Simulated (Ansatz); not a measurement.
# HfPd2 (I4/mmm): equation of state with a fit

Where is the equilibrium volume of HfPd2 (I4/mmm), and how stiff is it? The task is an equation of state with a fit, for HfPd2 (I4/mmm).

All numbers are computed with the Python package of Ansatz 0.2.0. Level of theory: DFT r2SCAN, plane waves, PAW.

**1. The system**

Symmetry: I4/mmm, No. 139, tetragonal system. The conventional cell has a = 3.399 Å, b = 3.399 Å, c = 8.714 Å, α = 90.00°, β = 90.00°, γ = 90.00°. Hf (site symmetry 4/mmm) is surrounded by 10 Pd at 2.78 to 2.95 Å. Pd (site symmetry 4mm) has 5 Hf at 2.78 to 2.95 Å and 5 Pd at 2.81 to 2.86 Å as nearest neighbours.

No structure file is read: the coordinates are typed or built in the script.

**2. Script**

hfpd2_eos.py reads:

```python
'''Energy against volume for HfPd2, with a fit.'''

import warnings

import ansatz as az
import numpy as np
from scipy.optimize import curve_fit

VECTORS = np.array([
    [-1.699628, 1.699628, 4.357087],
    [1.699628, -1.699628, 4.357087],
    [1.699628, 1.699628, -4.357087],
])
SITES = [
    ('Hf', (0.0, 0.0, 0.0)),
    ('Pd', (0.339028, 0.339028, 0.0)),
    ('Pd', (0.660972, 0.660972, 0.0)),
]


def build(cell):
    crystal = az.Crystal(lattice=az.Lattice.of(cell))
    for symbol, position in SITES:
        crystal = crystal.atom(symbol, position)
    return crystal

def vinet(v, e0, v0, b0, b1):
    eta = (v / v0) ** (1 / 3)
    return e0 + 2 * b0 * v0 / (b1 - 1) ** 2 * (2 - (5 + 3 * b1 * (eta - 1) - 3 * eta) * np.exp(-1.5 * (b1 - 1) * (eta - 1)))

warnings.simplefilter('ignore', az.DeckWarning)

# uniform scaling of the cell
volumes, energies = [], []
for scale in np.linspace(0.94, 1.06, 7):
    cell = VECTORS * scale ** (1 / 3)
    job = (
        build(cell).calculation()
        .functional('r2scan')
        .basis(45 * az.Ry)
        .occupations('methfessel_paxton')
        .kpoints(12, 12, 12)
    )
    summary = job.run().report
    volumes.append(abs(np.linalg.det(cell)) / len(SITES))
    energies.append(summary['free_energy_ev'] / len(SITES))
    print(f'V = {volumes[-1]:8.4f} A^3/atom  F = {energies[-1]:.5f} eV/atom')

guess = (min(energies), volumes[int(np.argmin(energies))], 0.5, 4.5)
(e0, v0, b0, b1), _ = curve_fit(vinet, np.array(volumes), np.array(energies), p0=guess, maxfev=20000)
print(f'Vinet fit: V0 = {v0:.4f} A^3/atom, B0 = {160.21766 * b0:.1f} GPa, B1 = {b1:.2f}')
print('largest residual', round(1000 * float(np.abs(vinet(np.array(volumes), e0, v0, b0, b1) - energies).max()), 3), 'meV/atom')
```

**3. The input behind the calls**

The engine receives this input (first run):

```yaml
crystal:
  lattice:
    - [-1.6649319787840122, 1.6649319787840122, 4.26814189966516]
    - [1.6649319787840122, -1.6649319787840122, 4.26814189966516]
    - [1.6649319787840122, 1.6649319787840122, -4.26814189966516]
  atoms:
    - { symbol: Hf, position: [0.0, 0.0, 0.0] }
    - { symbol: Pd, position: [0.339028, 0.339028, 0.0] }
    - { symbol: Pd, position: [0.660972, 0.660972, 0.0] }
basis:
  ecutwfc: 612.25619053473
kpoints:
  mp_grid:
    grid: [12, 12, 12]
hamiltonian:
  xc: r2scan
scf:
  occupations:
    method: methfessel_paxton
```

**4. Launch**

Run with:

```console
$ python hfpd2_eos.py
```

**Question.** Where does the minimum lie against the volume typed, and how stiff is the crystal?

As calculated:

| quantity | value |
| --- | --- |
| runs compared | 7 |
| range of energy | 41.13 meV/atom |
| lowest point, volume (Å³/atom) | 16.782 |
| equilibrium volume (fit) | 16.84 Å³/atom |
| bulk modulus (fit) | 174 GPa |

What this shows: A third-order Birch-Murnaghan fit through the 7 points (the script's own form differs a little) has its minimum at 16.84 Å³ an atom, 0.3 % above the typed cell, with a bulk modulus of 174 GPa and dB/dP = 4.5. From that minimum the energy rises by 41.2 meV an atom on the compressed side and 26.3 meV on the expanded side. Shape and fractional positions are held along the curve, so the bulk modulus is an upper value where they are free to relax, by a factor of two or more in layered or hydrogen-bonded cells. Spin-orbit coupling, which matters for elements this heavy, is left out. This cell is a computed structure, which may not be the phase found in nature.
